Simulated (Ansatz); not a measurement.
**C4H3CoO4Si: basis-set convergence**

One table from this session's results is given with a row withheld; the runs are named, their logs left out.

Computed with Ansatz 0.2.0, Gaussian basis. Level: one geometry, several basis sets.

Levels to be run: PBE0-D4/def2-SVP; ωB97M-V/def2-SVP; PBE0-D4/def2-QZVPP; ωB97M-V/def2-QZVPP; the functionals' def2-TZVPP values are taken from earlier runs.

### Structure used throughout

The geometry comes from an earlier relaxation with PBE0-D4 in a triple-zeta def2 set; it is a stationary point, not always the lowest conformer.

SMILES `[O+]#[C][Co-4]([SiH3])([C]#[O+])([C]#[O+])[C]#[O+]`, 13 atoms, charge 0, spin multiplicity 1.

Atoms are counted from 1 here; the program's logs count them from 0.

Bond lengths: O1–C2 1.137 Å, C2–Co3 1.778 Å, Co3–Si4 2.329 Å, Co3–C5 1.778 Å, Co3–C7 1.778 Å, Co3–C9 1.782 Å, Si4–H11 1.487 Å, Si4–H12 1.487 Å, Si4–H13 1.487 Å, C5–O6 1.137 Å, C7–O8 1.137 Å, C9–O10 1.133 Å. Angles: O1–C2–Co3 179.7°, C2–Co3–Si4 82.5°, C2–Co3–C5 118.3°, C2–Co3–C7 118.3°, C2–Co3–C9 97.5°, Si4–Co3–C5 82.5°, Si4–Co3–C7 82.5°, Si4–Co3–C9 180.0°, C5–Co3–C7 118.3°, C5–Co3–C9 97.5°, C7–Co3–C9 97.5°, Co3–Si4–H11 110.9°, Co3–Si4–H12 110.9°, Co3–Si4–H13 110.9°, H11–Si4–H12 108.0°, H11–Si4–H13 108.0°, H12–Si4–H13 108.0°, Co3–C5–O6 179.7° and more.

Set-up of the first run:

in.yaml

```yaml
crystal:
  periodic: [false, false, false]
  atoms:
    - {symbol: O, position_ang: [0.238649, -0.175227, 2.885309]}
    - {symbol: C, position_ang: [0.328234, 0.044562, 1.773619]}
    - {symbol: Co, position_ang: [0.475209, 0.393638, 0.036392]}
    - {symbol: Si, position_ang: [-1.315446, -1.089636, -0.101378]}
    - {symbol: C, position_ang: [-0.695578, 1.510287, -0.701064]}
    - {symbol: O, position_ang: [-1.440504, 2.228225, -1.172059]}
    - {symbol: C, position_ang: [1.256474, -0.818229, -1.004059]}
    - {symbol: O, position_ang: [1.760237, -1.590207, -1.669232]}
    - {symbol: C, position_ang: [1.845015, 1.528285, 0.141960]}
    - {symbol: O, position_ang: [2.716088, 2.249718, 0.209240]}
    - {symbol: H, position_ang: [-2.481602, -0.586005, 0.671417]}
    - {symbol: H, position_ang: [-0.943061, -2.422146, 0.443209]}
    - {symbol: H, position_ang: [-1.743713, -1.273285, -1.513364]}
basis:
  gaussian: {orbitals: def2-SVP}
hamiltonian: {xc: pbe0, dispersion: d4}
output: {orbitals: {seedname: orbitals}}
```

The run is started by

```bash
> ansatz run in.yaml --threads 4 --pin off --events-out ev --progress --plain --max-ram 66560MiB --backend cpu
```

Steps of the session up to this table: PBE0-D4 in def2-SVP; ωB97M-V in def2-SVP; PBE0-D4 in def2-QZVPP; ωB97M-V in def2-QZVPP.

One of the session's tables, all rows but one given; the rest of the session is left out.

It belongs to the step «Density functionals: the series». 

```
functional       basis  HOMO (eV)
   PBE0-D4    def2-SVP      -7.57
   PBE0-D4  def2-TZVPP      -7.71
   PBE0-D4  def2-QZVPP      -7.73
   ωB97M-V    def2-SVP          ?
   ωB97M-V  def2-TZVPP      -9.88
   ωB97M-V  def2-QZVPP      -9.90
```

Q: Estimate the row for ωB97M-V, def2-SVP from the others.

**Answer.** HOMO (eV): -9.68. In the column «HOMO (eV)» it lies between ωB97M-V, def2-TZVPP (-9.88) and PBE0-D4, def2-QZVPP (-7.73).
